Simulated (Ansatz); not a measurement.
# AlIn2Sb3: the cost of one run

Computed with Ansatz 0.2.0 (DFT PBE, scalar-relativistic, plane waves, PAW, unless a step's input says otherwise).

### Step 1. The structure to begin with

The structure is trigonal, space group R-3m (No. 166). The conventional cell has a = 6.317 Å, b = 6.317 Å, c = 15.243 Å, α = 90.00°, β = 90.00°, γ = 120.00°. Al (site symmetry -3m) is surrounded by 6 Sb at 3.13 Å. In (site symmetry 3m) has 9 Sb at 3.61 to 3.72 Å and 3 Al at 3.69 Å and 4 In at 3.82 to 3.93 Å in its first shell of neighbours. Around Sb (site symmetry 2/m) lie 2 Al at 3.13 Å and 4 Sb at 3.16 Å and 6 In at 3.61 to 3.72 Å.

Structure file:

```
CELL_PARAMETERS angstrom
3.15867 1.82366 5.08090
-3.15867 1.82366 5.08090
0.00000 -3.64732 5.08090
ATOMIC_POSITIONS crystal
Al 0.00000 0.00000 0.00000
In 0.62892 0.62892 0.62892
In 0.37108 0.37108 0.37108
Sb 0.00000 0.50000 0.00000
Sb 0.50000 0.00000 0.00000
Sb 0.00000 0.00000 0.50000
```

Recipe of the guess: species swapped into a database cell of Zr2Al3Cr (R-3m, No. 166), with In on the Zr sites, Sb on the Al sites and Al on the Cr sites. Lengths come from tabulated atomic sizes and are only a guess.

### Step 2. The guess as it stands, on a coarse mesh

Input file input.yaml:

```yaml
crystal:
  lattice:
    - [3.1586711, 1.82365961, 5.08090041]
    - [-3.1586711, 1.82365961, 5.08090041]
    - [0.0, -3.64731921, 5.08090041]
  atoms:
    - { symbol: Al, position: [0.0, 0.0, 0.0] }
    - { symbol: In, position: [0.62892401, 0.62892401, 0.62892401] }
    - { symbol: In, position: [0.37107599, 0.37107599, 0.37107599] }
    - { symbol: Sb, position: [0.0, 0.5, 0.0] }
    - { symbol: Sb, position: [0.5, 0.0, 0.0] }
    - { symbol: Sb, position: [0.0, 0.0, 0.5] }
basis:
  ecutwfc: 420
kpoints:
  mp_grid: { grid: [3, 3, 3] }
hamiltonian:
  xc: pbe
scf:
  occupations: { method: gaussian, width: 0.1 }
  lower_state_search: "off"
output:
  forces: true
  stress: true
  eigenvalues: true
```

The run is started by

```bash
$ ansatz run input.yaml --threads 1 --pin off --max-ram 2560MiB --backend cpu --events-out ev --progress --plain --runs-dir out
```

**Question.** How long does this run take on 1 thread of Intel Xeon at 2.50GHz (Skylake/Cascade Lake), shared host, and how much memory does it need?

About 8.9 s, with a peak of 0.46 GiB.
